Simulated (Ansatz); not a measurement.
**C₅H₁₁Br: one species, many methods**

Aim: compute C₅H₁₁Br with functionals from several rungs and with coupled cluster. The yardstick is the atomisation energy at the CCSD(T) limit.

Program: Ansatz 0.2.0, Gaussian basis. Level of theory: functionals in def2-TZVPP, the program's frozen cores in correlated methods. These are calculated values, not measurements.

Levels to be run: LDA (SPW92), PBE-D4, revPBE-D4, BLYP-D4, r2SCAN-D4, B97M-V, PBE0-D4, B3LYP-D4, r2SCANh-D4, r2SCAN0-D4, HSE06-D4, BHLYP-D4, CAM-B3LYP-D4, LC-ωPBE, ωB97X-V, ωB97M-V, B2PLYP, PBE-QIDH; CCSD(T)/def2-SVP; CCSD(T)/def2-TZVPP; MP2/def2-QZVPP; extrapolation to the limit; RPA on PBE.

### Step 1. Structure used throughout

The geometry comes from an earlier relaxation with PBE0-D4 in a triple-zeta def2 set; it is a stationary point, not always the lowest conformer.

17 atoms, charge 0, spin multiplicity 1.

Atoms are counted from 1 here; the program's logs count them from 0.

Bond lengths: C1–C2 1.519 Å, C1–H7 1.093 Å, C1–H8 1.092 Å, C1–H9 1.094 Å, C2–C3 1.520 Å, C2–H10 1.096 Å, C2–H11 1.096 Å, C3–C4 1.518 Å, C3–H12 1.095 Å, C3–H13 1.097 Å, C4–C5 1.509 Å, C4–H14 1.099 Å, C4–H15 1.095 Å, C5–Br6 1.953 Å, C5–H16 1.088 Å, C5–H17 1.089 Å. Angles: C2–C1–H7 111.1°, C2–C1–H8 111.6°, C2–C1–H9 111.1°, H7–C1–H8 107.7°, H7–C1–H9 107.5°, H8–C1–H9 107.7°, C1–C2–C3 112.8°, C1–C2–H10 109.6°, C1–C2–H11 109.6°, C3–C2–H10 109.4°, C3–C2–H11 109.1°, H10–C2–H11 106.0°, C2–C3–C4 112.9°, C2–C3–H12 109.5°, C2–C3–H13 109.4°, C4–C3–H12 109.3°, C4–C3–H13 109.3°, H12–C3–H13 106.2° and more.

### Step 2. LDA

This LDA is Slater exchange with PW92 correlation.

The input, in.yaml:

```yaml
crystal:
  periodic: [false, false, false]
  atoms:
    - {symbol: C, position_ang: [-1.382311, -1.862332, -1.088546]}
    - {symbol: C, position_ang: [-0.803865, -1.140868, 0.115953]}
    - {symbol: C, position_ang: [0.069155, 0.041949, -0.268453]}
    - {symbol: C, position_ang: [0.648653, 0.764887, 0.933940]}
    - {symbol: C, position_ang: [1.541471, 1.932921, 0.594521]}
    - {symbol: Br, position_ang: [0.567596, 3.395766, -0.258035]}
    - {symbol: H, position_ang: [-1.996724, -1.188732, -1.692180]}
    - {symbol: H, position_ang: [-2.008789, -2.705468, -0.789142]}
    - {symbol: H, position_ang: [-0.589129, -2.250194, -1.733883]}
    - {symbol: H, position_ang: [-0.219229, -1.843887, 0.721015]}
    - {symbol: H, position_ang: [-1.617940, -0.790995, 0.761216]}
    - {symbol: H, position_ang: [-0.515064, 0.748006, -0.867837]}
    - {symbol: H, position_ang: [0.887642, -0.302543, -0.913257]}
    - {symbol: H, position_ang: [1.257101, 0.063768, 1.521257]}
    - {symbol: H, position_ang: [-0.156214, 1.102535, 1.594762]}
    - {symbol: H, position_ang: [1.992688, 2.375277, 1.480096]}
    - {symbol: H, position_ang: [2.324940, 1.659910, -0.111429]}
basis:
  gaussian: {orbitals: def2-TZVPP}
hamiltonian: {xc: lda}
output: {orbitals: {seedname: orbitals}}
```

The run is started by

```console
ansatz run in.yaml --threads 2 --pin off --events-out ev --progress --plain --max-ram 32768MiB --backend cuda --devices 0, --max-vram 18GiB
```

Further steps of the session: PBE-D4 (GGA); revPBE-D4 (GGA); BLYP-D4 (GGA); r2SCAN-D4 (meta-GGA); B97M-V (meta-GGA); PBE0-D4 (hybrid); B3LYP-D4 (hybrid); r2SCANh-D4 (hybrid); r2SCAN0-D4 (hybrid); HSE06-D4 (hybrid); BHLYP-D4 (hybrid); CAM-B3LYP-D4 (range-separated); LC-ωPBE (range-separated); ωB97X-V (range-separated); ωB97M-V (range-separated); B2PLYP (double hybrid); PBE-QIDH (double hybrid); CCSD(T) in def2-SVP; CCSD(T) in def2-TZVPP; MP2 in def2-QZVPP; RPA on PBE orbitals.

**Question.** What will the summary of the whole plan be? Wanted: atomisation energy, CCSD(T)/CBS; farthest beyond LDA; mean size of error, GGA; mean size of error, meta-GGA; mean size of error, hybrid; mean size of error, range-separated; mean size of error, double hybrid; gap, smallest and largest; T1 diagnostic.

The runs gave:

```
                               quantity                                                                                                                                          value
        atomisation energy, CCSD(T)/CBS                                                                                                                                  6551.5 kJ/mol
 functionals within 65.5 kJ/mol (1.0 %)  revPBE-D4, BLYP-D4, r2SCAN-D4, B97M-V, PBE0-D4, B3LYP-D4, r2SCANh-D4, r2SCAN0-D4, HSE06-D4, CAM-B3LYP-D4, LC-ωPBE, ωB97X-V, ωB97M-V, PBE-QIDH
                    farthest beyond LDA                                                                                                                       BHLYP-D4 (-144.9 kJ/mol)
                mean size of error, GGA                                                                                                                                    62.9 kJ/mol
           mean size of error, meta-GGA                                                                                                                                     5.7 kJ/mol
             mean size of error, hybrid                                                                                                                                    49.6 kJ/mol
    mean size of error, range-separated                                                                                                                                    10.2 kJ/mol
      mean size of error, double hybrid                                                                                                                                    36.9 kJ/mol
              gap, smallest and largest                                                                                                      5.55 eV (LDA (SPW92)), 13.08 eV (LC-ωPBE)
                          T1 diagnostic                                                                                                                                         0.0081
triples share of the correlation energy                                                                                                                                          3.7 %
```

The LDA atomisation energy is off by 870.8 kJ/mol (13 %): it overbinds. PBE-D4 misses by +111.0 kJ/mol. Double hybrids carry the basis error of their MP2 part in triple zeta, and no dispersion term here, so their miss is partly the set-up's. The rungs meta-GGA, range-separated, double hybrid, hybrid, GGA miss on average by less than the doubt on the reference (65.5 kJ/mol), so they tie. Misses under about 65.5 kJ/mol are within the doubt on the reference itself, which lacks core-valence correlation, relativity and higher excitations, and its outer-core shells are covered unevenly. All levels share the lack of spin-orbit coupling, which lowers the free heavy atoms and so the true binding. Hartree-Fock recovers 76 % of the binding; the rest is correlation. CCSD(T) in def2-SVP is off by -253.8 kJ/mol, which most functionals beat. Orbital gaps span 5.5 to 13.1 eV; exact exchange widens them. Correlated methods include outer-core shells of Br, which these sets cover unevenly.
